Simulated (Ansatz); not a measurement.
# CH6ClFOSSi2: up Jacob's ladder to CCSD(T)

The task here is to estimate one member of a computed series from the others.

Computed with Ansatz 0.2.0, Gaussian basis. Level: functionals in def2-TZVPP, the program's frozen cores in correlated methods.

Plan: PBE-D4, r2SCAN-D4, PBE0-D4, B3LYP-D4, ωB97X-V, ωB97M-V, B2PLYP; CCSD(T)/def2-TZVPP; MP2/def2-QZVPP; extrapolation to the limit.

**The geometry**

The geometry comes from an earlier relaxation with PBE0-D4 in a triple-zeta def2 set; it is a stationary point, not always the lowest conformer.

SMILES `CO[SiH](F)S[SiH2]Cl`, 13 atoms, charge 0, spin multiplicity 1.

Atoms are counted from 1 here; the program's logs count them from 0.

Bond lengths: C1–O2 1.414 Å, C1–H8 1.090 Å, C1–H9 1.094 Å, C1–H10 1.093 Å, O2–Si3 1.613 Å, Si3–F4 1.594 Å, Si3–S5 2.132 Å, Si3–H11 1.470 Å, S5–Si6 2.125 Å, Si6–Cl7 2.051 Å, Si6–H12 1.479 Å, Si6–H13 1.477 Å. Angles: O2–C1–H8 107.8°, O2–C1–H9 111.1°, O2–C1–H10 111.0°, H8–C1–H9 108.8°, H8–C1–H10 109.0°, H9–C1–H10 109.1°, C1–O2–Si3 127.7°, O2–Si3–F4 110.6°, O2–Si3–S5 109.0°, O2–Si3–H11 108.5°, F4–Si3–S5 108.0°, F4–Si3–H11 107.7°, S5–Si3–H11 113.1°, Si3–S5–Si6 97.6°, S5–Si6–Cl7 111.7°, S5–Si6–H12 110.4°, S5–Si6–H13 107.2°, Cl7–Si6–H12 107.3° and more.

Set-up of the first run:

Input file in.yaml:

```yaml
crystal:
  periodic: [false, false, false]
  atoms:
    - {symbol: C, position_ang: [-0.683226, 2.540214, -0.722752]}
    - {symbol: O, position_ang: [-1.332527, 1.315054, -0.446526]}
    - {symbol: Si, position_ang: [-0.678647, -0.159171, -0.399065]}
    - {symbol: F, position_ang: [-0.246169, -0.627862, -1.859636]}
    - {symbol: S, position_ang: [1.069252, -0.102761, 0.820205]}
    - {symbol: Si, position_ang: [1.312171, -2.200458, 1.057896]}
    - {symbol: Cl, position_ang: [0.258926, -2.907475, 2.669649]}
    - {symbol: H, position_ang: [-1.414469, 3.339550, -0.603317]}
    - {symbol: H, position_ang: [0.144347, 2.712938, -0.028218]}
    - {symbol: H, position_ang: [-0.300663, 2.558724, -1.746703]}
    - {symbol: H, position_ang: [-1.693252, -1.104208, 0.090448]}
    - {symbol: H, position_ang: [0.817585, -2.916383, -0.138367]}
    - {symbol: H, position_ang: [2.746682, -2.448155, 1.306377]}
basis:
  gaussian: {orbitals: def2-TZVPP}
hamiltonian: {xc: pbe, dispersion: d4}
output: {forces: true, orbitals: {seedname: orbitals}}
```

On the command line:

```
$ ansatz run in.yaml --threads 2 --pin off --events-out ev --progress --plain --max-ram 32768MiB --backend cuda --devices 0, --max-vram 18GiB
```

Among the steps run: PBE-D4 (GGA); r2SCAN-D4 (meta-GGA); PBE0-D4 (hybrid); B3LYP-D4 (hybrid); ωB97X-V (range-separated); ωB97M-V (range-separated); B2PLYP (double hybrid); CCSD(T) in def2-TZVPP; MP2 in def2-QZVPP.

One table of the session follows, with a row left open; its other results are not shown here.

| method | atomisation energy (eV) |
| --- | --- |
| PBE-D4 | 49.591 |
| r2SCAN-D4 | ? |
| PBE0-D4 | 48.874 |
| B3LYP-D4 | 48.829 |
| ωB97X-V | 49.455 |
| ωB97M-V | 49.386 |
| B2PLYP | 48.377 |
| HF/def2-TZVPP | 36.243 |
| MP2/def2-TZVPP | 48.898 |
| CCSD/def2-TZVPP | 47.032 |
| CCSD(T)/def2-TZVPP | 47.783 |
| MP2/CBS | 50.441 |
| CCSD(T)/CBS | 49.326 |

**Question.** Estimate the row for r2SCAN-D4.

The run gave: atomisation energy (eV): 49.342. In the column «atomisation energy (eV)» it lies between CCSD(T)/CBS (49.326) and ωB97M-V (49.386).
